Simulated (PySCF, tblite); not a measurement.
# CH₃NO₃Si, a small molecule taken as a stand-in for a surface group (hydroxylated Si): NMR shifts, core binding energies and electronic excitations, part 1 of 2

Wanted: the NMR shifts, core binding energies and electronic excitations for `N#C[Si](O)(O)O`.

Programs: tblite 0.8.0 and PySCF 2.14.0. All values are calculated, for the isolated system unless a continuum is named. Atoms count from 0, parts from 1.

## 1. Starting point

9 atoms, charge 0, multiplicity 1; geometry: distance geometry start.

## 2. Relaxing the cluster with GFN2-xTB

What the job is given:

```
{"job": {"kind": "relax", "xc": "GFN2-xTB", "basis": "xTB"}, "charge": 0, "multiplicity": 1}
O     -1.132063     1.763748     0.046908
Si    -0.892175     0.261583     0.925667
O     -1.128910     0.566633     2.671469
O      0.720575    -0.349500     0.674237
C     -2.130024    -0.981196     0.370030
N     -3.088577    -1.845976    -0.278988
H     -1.653489     1.829643    -0.788353
H     -0.560060     1.168559     3.217864
H      0.987468    -0.976668    -0.047952
```

With the program's defaults for keys left out, this is: GFN2-xTB geometry optimisation, gas phase.

Launch:

```sh
$ OMP_NUM_THREADS=1 python cluster_run.py task.json out
```

This one command runs all jobs of the session in turn.

The program printed:

```text
step      E/eV     max force
  0    -556.57563   14.691
  1    -559.79049    2.524
  2    -560.07296    1.998
  3    -560.40454    3.248
  4    -560.54224    1.483
  5    -560.57826    0.728
  6    -560.59987    0.773
  7    -560.61514    0.549
  8    -560.64084    0.687
  9    -560.66332    0.576
 10    -560.66768    0.166
 11    -560.66876    0.110
 12    -560.66968    0.168
 13    -560.67159    0.200
 14    -560.67369    0.193
 15    -560.67506    0.102
 16    -560.67592    0.117
 17    -560.67700    0.178
 18    -560.67887    0.281
 19    -560.68163    0.311
 20    -560.68458    0.218
 21    -560.68715    0.154
 22    -560.68917    0.207
 23    -560.69132    0.292
 24    -560.69196    0.466
 25    -560.69469    0.142
 26    -560.69553    0.061
 27    -560.69591    0.056
 28    -560.69610    0.065
 29    -560.69683    0.117
 30    -560.69750    0.140
 31    -560.69807    0.090
 32    -560.69842    0.059
 33    -560.69889    0.094
 34    -560.69966    0.156
 35    -560.70058    0.178
 36    -560.70115    0.134
 37    -560.70160    0.096
 38    -560.70193    0.074
 39    -560.70253    0.139
 40    -560.70321    0.212
 41    -560.70474    0.339
 42    -560.70639    0.336
 43    -560.70898    0.173
 44    -560.71126    0.140
 45    -560.71372    0.291
 46    -560.71619    1.023
 47    -560.71844    0.746
 48    -560.72046    1.055
 49    -560.72908    0.156
 50    -560.73486    0.479
 51    -560.74866    0.939
 52    -560.76569    0.225
 53    -560.76654    0.473
 54    -560.75662    0.995
 55    -560.77009    0.288
 56    -560.77031    0.196
 57    -560.77144    0.483
 58    -560.77368    0.307
 59    -560.77590    0.208
 60    -560.78286    0.400
 61    -560.78442    0.219
 62    -560.78578    0.138
 63    -560.78670    0.092
 64    -560.78737    0.068
 65    -560.78794    0.120
 66    -560.78876    0.195
 67    -560.78997    0.247
 68    -560.79182    0.224
 69    -560.79318    0.283
 70    -560.79517    0.111
 71    -560.79600    0.083
 72    -560.79651    0.097
 73    -560.79688    0.071
 74    -560.79767    0.091
 75    -560.79862    0.107
 76    -560.79927    0.084
 77    -560.79969    0.096
 78    -560.80030    0.089
 79    -560.80171    0.162
 80    -560.80355    0.206
 81    -560.78753    1.309
 82    -560.80725    0.144
 83    -560.80924    0.120
 84    -560.81201    0.498
 85    -560.81386    0.127
 86    -560.81505    0.123
 87    -560.80683    1.096
 88    -560.81804    0.093
 89    -560.81969    0.092
 90    -560.79786    1.443
 91    -560.82166    0.061
 92    -560.82287    0.052
 93    -560.81157    1.074
 94    -560.82446    0.054
 95    -560.82537    0.045
 96    -560.82477    0.472
 97    -560.82669    0.062
 98    -560.82709    0.080
 99    -560.82764    0.151
100    -560.82797    0.087
101    -560.82858    0.082
102    -560.82885    0.096
103    -560.82930    0.078
104    -560.82976    0.104
105    -560.83010    0.082
106    -560.83039    0.084
107    -560.83059    0.039
108    -560.83068    0.035
109    -560.83082    0.036
110    -560.83088    0.034
111    -560.83092    0.028
112    -560.83094    0.015
113    -560.83096    0.013
114    -560.83097    0.013
115    -560.83098    0.014
116    -560.83099    0.012
117    -560.83100    0.006
```

It took 0.9 s on 1 thread of Arm Neoverse V2, shared host.

Step by step:

```tsv
step	energy from step 0 (eV)	largest force (eV/Å)
0	0.0000	14.6917
4	-3.9666	1.4835
8	-4.0652	0.6863
12	-4.0940	0.1677
16	-4.1003	0.1168
20	-4.1089	0.2176
24	-4.1163	0.4661
28	-4.1205	0.0655
32	-4.1228	0.0586
36	-4.1255	0.1344
40	-4.1276	0.2117
44	-4.1356	0.1397
48	-4.1448	1.0549
52	-4.1901	0.2249
56	-4.1947	0.1959
60	-4.2072	0.4007
64	-4.2117	0.0676
68	-4.2162	0.2244
72	-4.2209	0.0965
76	-4.2236	0.0834
80	-4.2279	0.2058
84	-4.2364	0.4977
88	-4.2424	0.0925
92	-4.2472	0.0519
96	-4.2491	0.4716
100	-4.2523	0.0873
104	-4.2541	0.1043
108	-4.2550	0.0347
112	-4.2553	0.0151
116	-4.2554	0.0117
117	-4.2554	0.0060
```

Close pairs (by a distance rule), those that changed most:

```tsv
bond	before (Å)	after (Å)	change (Å)
C4–N5	1.445	1.144	-0.301
Si1–O2	1.788	1.617	-0.171
O0–Si1	1.757	1.617	-0.140
Si1–O3	1.743	1.617	-0.126
O3–H8	0.993	0.952	-0.041
O2–H7	0.992	0.952	-0.040
Si1–C4	1.840	1.879	+0.039
O0–H6	0.987	0.952	-0.035
```

## 3. Relaxing the molecule at PBE0-D3(BJ)/def2-SVP

What the job is given:

```
{"job": {"xc": "PBE0", "basis": "def2-SVP", "d3": "d3bj", "grid": 2, "kind": "geom", "shake": 0.01}, "charge": 0, "multiplicity": 1}
O      0.089319     1.230547    -1.122526
Si     0.126301     0.128593     0.032995
O     -0.186788     0.805279     1.465594
O      1.621993    -0.566467     0.041940
C     -1.175805    -1.180885    -0.318528
N     -1.971836    -1.966044    -0.517848
H     -0.591225     1.931056    -1.113895
H      0.101917     0.371670     2.274213
H      2.030373    -0.776897    -0.750494
```

The program printed:

```text
step   0  E = -609.15486023  max force = 0.049719
step   1  E = -609.16056122  max force = 0.006398
step   2  E = -609.16069452  max force = 0.001705
step   3  E = -609.16073404  max force = 0.001341
step   4  E = -609.16084870  max force = 0.004650
step   5  E = -609.16095270  max force = 0.006821
step   6  E = -609.16104103  max force = 0.005218
step   7  E = -609.16110021  max force = 0.000967
step   8  E = -609.16110968  max force = 0.000467
step   9  E = -609.16111235  max force = 0.000607
step  10  E = -609.16111521  max force = 0.000363
optimisation converged
```

It took 55 s on 1 thread of Arm Neoverse V2, shared host; peak memory 0.53 GiB.

Step by step:

```tsv
step	energy from step 0 (eV)	largest force component (eV/Å)
0	0.0000	2.5567
1	-0.1551	0.3290
2	-0.1588	0.0877
3	-0.1598	0.0690
4	-0.1630	0.2391
5	-0.1658	0.3508
6	-0.1682	0.2683
7	-0.1698	0.0497
8	-0.1701	0.0240
9	-0.1701	0.0312
10	-0.1702	0.0187
```

Distances of close pairs at the start and the end, largest changes first:

```tsv
bond	before (Å)	after (Å)	change (Å)
O3–H8	0.916	0.961	+0.045
O0–Si1	1.597	1.633	+0.036
C4–N5	1.136	1.159	+0.024
Si1–O2	1.615	1.634	+0.019
Si1–O3	1.649	1.633	-0.016
Si1–C4	1.880	1.864	-0.015
O0–H6	0.977	0.962	-0.015
O2–H7	0.962	0.961	-0.000
```

The final coordinates are the input of the step that follows.

```tsv
at the end point	value
point group (found at 0.08 Å tolerance)	C3
rotational constants (GHz, main isotopes)	3.872, 2.165, 2.165
dipole moment (D)	1.65
```

## 4. Nuclear shieldings: PBE0/pcSseg-2

What the job is given:

```
{"job": {"kind": "nmr", "xc": "PBE0", "basis": "pcSseg-2"}, "charge": 0, "multiplicity": 1}
O      0.037124     1.326926    -1.158543
Si     0.218729     0.199011     0.008727
O      0.014937     0.866708     1.485862
O      1.685845    -0.510578    -0.102003
C     -1.089099    -1.108065    -0.229938
N     -1.903708    -1.919522    -0.379563
H     -0.787709     1.818804    -1.206257
H      0.108876     0.310453     2.264427
H      1.937980    -0.938511    -0.925029
```

With the program's defaults for keys left out, this is: GIAO PBE0/pcSseg-2 NMR shielding, non-relativistic, gas phase.

The program printed:

```text
coarse grid: 8896 points
cycle   1  E = -609.4314698788  dE =  8.498e-01  |g| = 1.182e+00  |ddm| = 2.405e+00
cycle   2  E = -609.0240792080  dE =  4.074e-01  |g| = 1.890e+00  |ddm| = 1.520e+00
cycle   3  E = -609.6580417131  dE = -6.340e-01  |g| = 2.699e-01  |ddm| = 1.057e+00
cycle   4  E = -609.6696680476  dE = -1.163e-02  |g| = 1.402e-01  |ddm| = 1.698e-01
cycle   5  E = -609.6738088244  dE = -4.141e-03  |g| = 2.020e-02  |ddm| = 7.484e-02
cycle   6  E = -609.6739031879  dE = -9.436e-05  |g| = 2.591e-03  |ddm| = 1.722e-02
cycle   7  E = -609.6739044415  dE = -1.254e-06  |g| = 6.089e-04  |ddm| = 2.062e-03
final grid: 83872 points
cycle   8  E = -609.6701428019  dE = -6.502e-05  |g| = 6.551e-03  |ddm| = 2.326e-02
cycle   9  E = -609.6701347229  dE =  8.079e-06  |g| = 9.296e-03  |ddm| = 8.406e-03
cycle  10  E = -609.6701500605  dE = -1.534e-05  |g| = 1.331e-03  |ddm| = 4.899e-03
cycle  11  E = -609.6701502965  dE = -2.360e-07  |g| = 8.376e-04  |ddm| = 9.008e-04
cycle  12  E = -609.6701504377  dE = -1.412e-07  |g| = 1.460e-04  |ddm| = 4.078e-04
cycle  13  E = -609.6701504425  dE = -4.780e-09  |g| = 1.632e-05  |ddm| = 1.143e-04
cycle  14  E = -609.6701504426  dE = -3.797e-11  |g| = 5.501e-06  |ddm| = 1.213e-05
converged SCF energy = -609.6701504426

GIAO shielding tensors (ppm)
atom      isotropic    diamagn.    paramagn.     s11        s22        s33       span
  0 O      267.430     385.327    -117.897    235.075    251.362    315.854     80.779
  1 Si     420.823     874.668    -453.845    356.994    452.667    452.808     95.814
  2 O      267.560     385.488    -117.928    235.147    251.616    315.917     80.770
  3 O      267.890     385.410    -117.520    235.620    251.817    316.234     80.615
  4 C       55.340     266.371    -211.031    -61.936    -61.911    289.866    351.802
  5 N      -92.428     332.372    -424.800   -287.415   -287.149    297.281    584.696
  6 H       28.945      30.657      -1.712     21.728     23.236     41.870     20.143
  7 H       28.957      30.697      -1.740     21.726     23.247     41.897     20.171
  8 H       28.944      30.592      -1.648     21.710     23.209     41.913     20.204
```

It took 35 s on 1 thread of Arm Neoverse V2, shared host; peak memory 0.96 GiB.

Shifts follow as δ = σ(reference) − σ, with reference shieldings (ppm) from runs at the same level and on the same kind of geometry: ¹H TMS 31.25, ¹³C TMS 184.1, ²⁹Si TMS 341.3, ¹⁵N NH3 261.7, ¹⁷O H2O 328.2. The references are single molecules in the gas phase, so shifts against H2O, NH3, PH3, H3PO4 or CFCl3 are not on the usual liquid scales and can be off by tens of ppm. Atoms listed in one row are averaged.

```tsv
atoms	environment	σ (ppm)	δ (ppm)
C4	carbon bonded to N, Si	55.3	128.8
H6, H7, H8	hydrogen on an oxygen bonded to Si	28.95	2.30
O0, O2, O3	oxygen bonded to Si, H	267.6	60.5
Si1	silicon bonded to C, 3 O	420.8	-79.5
N5	nitrogen bonded to C	-92.4	354.1
```

The run also stored atomic charges by several schemes (e):

```tsv
atoms	Mulliken	IAO	Hirshfeld	ESP fit
O0, O2, O3	-0.50	-0.80	-0.30	-0.72
Si1	1.20	1.64	0.57	1.24
C4	-0.24	-0.22	-0.05	-0.11
N5	-0.14	-0.19	-0.20	-0.29
```

Mayer bond orders: O0–Si1 1.06, Si1–O2 1.06, Si1–O3 1.06, Si1–C4 0.85, C4–N5 3.00.

Orbitals, density, ELF and potential are computed afterwards from the orbital file.

Frontier orbitals at PBE0/pcSseg-2, with the share of their density that lies nearest to each atom:

```tsv
orbital	energy (eV)	lies on
HOMO	-9.90	N5 39 %; C4 28 %; O2 19 %
LUMO	-0.55	C4 32 %; N5 31 %; Si1 11 %
```

ELF in a plane through or near 4 of the atoms.

Ten even steps from ' ' (0.00) to '@' (0.94):
```
                                                        
                                                        
                                                        
                                                        
                                                        
                                                        
                    ....::..      ..::::......          
                    ..::::::  ..::==++++==++++==..      
                    ..::..  ..##%%####%%##%%@@@@**..    
                    ..  --%%..@@@@::==%%::++@@@@%%::    
                    ..  --##..@@@@::==%%++##@@@@%%::    
                ..::**##**--::++%%########%%%%%%++      
              ..==**%%%%####==  ..--====----==--        
              ..==**%%%%%%%%==      ......              
                ..::==%%@@@@**..                        
                    ..++####--                          
                          ..                            
                                                        
                                                        
                                                        
```
The map spans 10.7 Å across and 9.7 Å up, centred on the molecule. Atoms in the plane (x, y in Å): Si1 (-0.3, 0.0), C4 (1.6, 0.0), N5 (2.7, 0.1), H6 (-0.5, -2.3).

log10 of the density (e/Å³) in the same plane.

Values, 10 rows by 14 columns:
```
-4.0 -4.0 -4.0 -4.0 -4.0 -4.0 -4.0 -4.0 -4.0 -4.0 -4.0 -4.0 -4.0 -4.0
-4.0 -4.0 -4.0 -4.0 -4.0 -4.0 -4.0 -4.0 -4.0 -4.0 -4.0 -4.0 -4.0 -4.0
-4.0 -4.0 -4.0 -4.0 -3.2 -2.7 -2.5 -2.8 -3.3 -3.4 -3.4 -3.6 -4.0 -4.0
-4.0 -4.0 -4.0 -3.3 -2.2 -1.4 -1.2 -1.6 -1.9 -1.8 -1.8 -2.1 -2.8 -3.7
-4.0 -4.0 -4.0 -3.0 -1.8 -0.9 -0.4 -0.6 -0.4 -0.1  0.0 -0.3 -1.6 -2.8
-4.0 -4.0 -4.0 -3.1 -1.8 -0.9  0.6  0.1  0.0  0.4  0.5  0.1 -1.4 -2.7
-4.0 -4.0 -4.0 -2.9 -1.4 -0.1  0.6 -0.5 -1.3 -1.2 -1.3 -1.5 -2.4 -3.4
-4.0 -4.0 -4.0 -3.2 -1.9 -0.7  0.1 -0.9 -2.2 -2.8 -2.9 -3.2 -3.8 -4.0
-4.0 -4.0 -4.0 -4.0 -3.2 -2.5 -2.0 -2.4 -3.3 -4.0 -4.0 -4.0 -4.0 -4.0
-4.0 -4.0 -4.0 -4.0 -4.0 -4.0 -4.0 -4.0 -4.0 -4.0 -4.0 -4.0 -4.0 -4.0
```
The map spans 10.7 Å across and 9.7 Å up, centred on the molecule. Atoms in the plane (x, y in Å): Si1 (-0.3, 0.0), C4 (1.6, 0.0), N5 (2.7, 0.1), H6 (-0.5, -2.3).

On the surface of density 0.002 e/bohr³ the electrostatic potential runs, from the 1st to the 99th percentile, from -1.56 V near N5 to 3.07 V near H8.

(Continued in part 2 of 2.)
